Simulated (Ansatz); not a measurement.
# C₂H₈SSn: one species, many methods

One table from this session's results is given with a row withheld; the runs are named, their logs left out.

The runs use Ansatz 0.2.0, Gaussian basis; functionals in def2-TZVPP, the program's frozen cores in correlated methods.

The runs, in order: PBE-D4, r2SCAN-D4, PBE0-D4, B3LYP-D4, ωB97X-V, ωB97M-V, B2PLYP; CCSD(T)/def2-TZVPP; MP2/def2-QZVPP; extrapolation to the limit.

## Structure used throughout

All runs share one geometry, relaxed beforehand with PBE0-D4 in a triple-zeta def2 set. Sn takes the def2 core potential; no spin-orbit term is included.

SMILES `SC[CH2][SnH3]`, 12 atoms, charge 0, spin multiplicity 1.

Atoms are counted from 1 here; the program's logs count them from 0.

Bond lengths: S1–C2 1.823 Å, S1–H5 1.343 Å, C2–C3 1.514 Å, C2–H6 1.092 Å, C2–H7 1.092 Å, C3–Sn4 2.153 Å, C3–H8 1.093 Å, C3–H9 1.093 Å, Sn4–H10 1.709 Å, Sn4–H11 1.707 Å, Sn4–H12 1.709 Å. Angles: C2–S1–H5 97.4°, S1–C2–C3 108.9°, S1–C2–H6 108.7°, S1–C2–H7 108.7°, C3–C2–H6 111.0°, C3–C2–H7 111.0°, H6–C2–H7 108.4°, C2–C3–Sn4 112.4°, C2–C3–H8 110.8°, C2–C3–H9 110.8°, Sn4–C3–H8 107.7°, Sn4–C3–H9 107.7°, H8–C3–H9 107.3°, C3–Sn4–H10 109.3°, C3–Sn4–H11 110.1°, C3–Sn4–H12 109.3°, H10–Sn4–H11 109.5°, H10–Sn4–H12 108.9° and more.

Set-up of the first run:

Input file in.yaml:

```yaml
crystal:
  periodic: [false, false, false]
  atoms:
    - {symbol: S, position_ang: [-2.601367, 0.445316, 0.782561]}
    - {symbol: C, position_ang: [-0.901608, 0.653625, 0.157257]}
    - {symbol: C, position_ang: [-0.187608, -0.679901, 0.225790]}
    - {symbol: Sn, position_ang: [1.840302, -0.563775, -0.488480]}
    - {symbol: H, position_ang: [-3.002589, 1.717213, 0.621608]}
    - {symbol: H, position_ang: [-0.392662, 1.402304, 0.767566]}
    - {symbol: H, position_ang: [-0.948290, 1.020564, -0.869953]}
    - {symbol: H, position_ang: [-0.156949, -1.050767, 1.253321]}
    - {symbol: H, position_ang: [-0.708590, -1.429775, -0.374650]}
    - {symbol: H, position_ang: [2.712404, 0.557082, 0.462739]}
    - {symbol: H, position_ang: [2.585154, -2.096673, -0.391450]}
    - {symbol: H, position_ang: [1.838804, -0.030312, -2.112409]}
basis:
  gaussian: {orbitals: def2-TZVPP}
hamiltonian: {xc: pbe, dispersion: d4}
output: {forces: true, orbitals: {seedname: orbitals}}
```

Command:

```sh
ansatz run in.yaml --threads 4 --pin off --events-out ev --progress --plain --max-ram 10444MiB
```

Among the steps run: PBE-D4 (GGA); r2SCAN-D4 (meta-GGA); PBE0-D4 (hybrid); B3LYP-D4 (hybrid); ωB97X-V (range-separated); ωB97M-V (range-separated); B2PLYP (double hybrid); CCSD(T) in def2-TZVPP; MP2 in def2-QZVPP.

One of the session's tables, all rows but one given; the rest of the session is left out.

```
            method  atomisation energy (eV)
            PBE-D4                   39.825
         r2SCAN-D4                   39.490
           PBE0-D4                   39.460
          B3LYP-D4                   39.387
           ωB97X-V                   39.752
           ωB97M-V                   39.610
            B2PLYP                   38.888
     HF/def2-TZVPP                   28.807
    MP2/def2-TZVPP                   38.595
   CCSD/def2-TZVPP                   38.215
CCSD(T)/def2-TZVPP                   38.739
           MP2/CBS                   39.533
       CCSD(T)/CBS                        ?
```

**Question.** Estimate the row for CCSD(T)/CBS.

The run gave: atomisation energy (eV): 39.678. In the column «atomisation energy (eV)» it lies between ωB97M-V (39.610) and ωB97X-V (39.752).

To keep in mind: Free atoms (1 S, 2 C, 1 Sn, 8 H) were run apart at each level; the atomisation energy is their sum less the molecule, without zero-point or spin-orbit terms.
